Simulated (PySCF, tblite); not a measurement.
# C₇H₁₂SSi: geometry, infrared bands, NMR shifts, electronic excitations and core binding energies

Aim: predict the infrared bands, NMR shifts, electronic excitations and core binding energies of C₇H₁₂SSi (`C=CC(C=C)/C=C\S[SiH3]`).

Programs: tblite 0.8.0 and PySCF 2.14.0, with density-fitted response routines of our own. Each step states its level of theory. These are calculated values for one molecule in the gas phase, unless marked as measured. Atoms count from 0, in the outputs and in this text.

### 1 The starting structure

21 atoms, charge 0, multiplicity 1; geometry from: force field or distance geometry start.

Bonds of the start (Å): C0–C1 1.33, C1–C2 1.52, C2–C3 1.50, C3–C4 1.34, C2–C5 1.47, C5–C6 1.35, C6–S7 1.79, S7–Si8 2.13, C0–H9 1.09, C0–H10 1.07, C1–H11 1.09, C2–H12 1.11, C3–H13 1.11, C4–H14 1.10, C4–H15 1.07, C5–H16 1.09, C6–H17 1.10, Si8–H18 1.47, Si8–H19 1.47, Si8–H20 1.47.

### 2 Optimising the geometry with GFN2-xTB

Job settings and geometry (Å):

```
{"job": {"kind": "relax", "xc": "GFN2-xTB", "basis": "xTB"}, "charge": 0, "multiplicity": 1}
C     -1.295200     0.378600    -2.305300
C     -1.530400    -0.435000    -1.274200
C     -0.776900    -0.087600    -0.004500
C     -1.785200     0.249200     1.046700
C     -3.094000     0.207100     0.782600
C      0.071300    -1.244300     0.323500
C      1.410100    -1.067200     0.395900
S      2.031400     0.581800     0.084700
Si     3.854500     0.880400     1.136500
H     -0.611100     1.203500    -2.084200
H     -1.754700     0.263900    -3.264800
H     -2.193100    -1.297000    -1.329200
H     -0.202000     0.853400    -0.133800
H     -1.464200     0.511100     2.074900
H     -3.453600    -0.045300    -0.223700
H     -3.810600     0.442500     1.546000
H     -0.371900    -2.224400     0.513100
H      2.059900    -1.916200     0.644000
H      4.585100     1.920600     0.402700
H      4.643100    -0.355200     1.047300
H      3.678500     1.197100     2.562300
```

Launch:

```bash
$ OMP_NUM_THREADS=1 python probes_run.py task.json out
```

One launch serves the whole session: the jobs run in the order shown.

**Question.** This job is followed by: GFN2-xTB harmonic vibrations, gas phase; PBE0-D3(BJ)/def2-SVP geometry optimisation, gas phase; GIAO PBE0/pcSseg-1 NMR shielding, non-relativistic, gas phase; TDDFT wB97X-D/def2-SVPD, vertical, gas phase, core orbitals frozen in the response; GIAO B3LYP/pcSseg-1 NMR shielding, non-relativistic, gas phase; delta-SCF UKS SCAN, pcX-2 on the ionised atom, pcseg-1 elsewhere, spin-free X2C. What will the session give for the following? strongest single infrared mode (GFN2-xTB); zero-point energy (GFN2-xTB); point group; rotational constants (main isotopes); 13C shifts against TMS (PBE0/pcSseg-1, means over atoms taken as alike); 1H shifts against TMS (PBE0/pcSseg-1, means over atoms taken as alike); 33S shifts against CS2 (PBE0/pcSseg-1); 29Si shifts against TMS (PBE0/pcSseg-1); lowest singlet (wB97X-D/def2-SVPD); lowest triplet; vertical ionisation energy (ΔSCF); C1s binding energies, SCAN/pcX-2; S1s binding energies, SCAN/pcX-2; S2p binding energies, SCAN/pcX-2; Si1s binding energies, SCAN/pcX-2; Si2p binding energies, SCAN/pcX-2; range of the shift of S7.

The runs gave:

| quantity | value |
| --- | --- |
| strongest single infrared mode (GFN2-xTB) | 2294 cm⁻¹, 313 km/mol |
| zero-point energy (GFN2-xTB) | 99.7 kcal/mol |
| point group | C1 |
| rotational constants (main isotopes) | 2.13, 0.53, 0.47 GHz |
| 13C shifts against TMS (PBE0/pcSseg-1, means over atoms taken as alike) | 148.4, 147.3, 127.0, 124.4, 51.7 ppm |
| 1H shifts against TMS (PBE0/pcSseg-1, means over atoms taken as alike) | 5.88, 5.84, 5.66, 5.47, 5.46, 4.57, 4.37 ppm |
| 33S shifts against CS2 (PBE0/pcSseg-1) | -144 ppm |
| 29Si shifts against TMS (PBE0/pcSseg-1) | -48.1 ppm |
| lowest singlet (wB97X-D/def2-SVPD) | 5.54 eV (224 nm), f = 0.273 |
| lowest triplet | 4.01 eV |
| vertical ionisation energy (ΔSCF) | 8.54 eV |
| C1s binding energies, SCAN/pcX-2 | C2 290.79, C6 290.70, C1 290.42, C5 290.11, C0 290.07 eV |
| S1s binding energies, SCAN/pcX-2 | S7 2476.71 eV |
| S2p binding energies, SCAN/pcX-2 | S7 169.32 eV |
| Si1s binding energies, SCAN/pcX-2 | Si8 1846.88 eV |
| Si2p binding energies, SCAN/pcX-2 | Si8 107.29 eV |
| range of the shift of S7 | -144 to -126 ppm |

What this shows: Relaxing lowered the energy by 0.675 eV in 166 steps; the close pair that moved most is C2–C5, from 1.471 to 1.502 Å (GFN2-xTB). All 57 modes are real, so the xTB geometry is a minimum. The strongest single mode, at 2294 cm⁻¹, moves mainly H20. Unscaled tight-binding wavenumbers are off by several per cent, some by more. Its intensities can rank the bands wrongly. Relaxing lowered the energy by 0.283 eV in 18 steps; the close pair that moved most is Si8–H20, from 1.434 to 1.494 Å (PBE0/def2-SVP). At PBE0/pcSseg-1: Shielding is most anisotropic at S7 (span 397 ppm, paramagnetic term -420 ppm). The lowest singlet, at 5.54 eV, is HOMO→LUMO 0.86 and is bright. The lowest triplet lies 1.54 eV below the lowest singlet (triplets in Tamm-Dancoff, singlets in full TDDFT). The orbital energy would give 8.50 eV for ionisation, ΔSCF gives 8.54 eV. The C1s levels kept as sound span 0.72 eV, from C0 (terminal =CH2 carbon) up to C2 (allylic sp3 CH). In ppm, S7 moves most: its shift spreads over 18 ppm, from -144 (PBE0/pcSseg-1) to -126 (B3LYP/pcSseg-1).
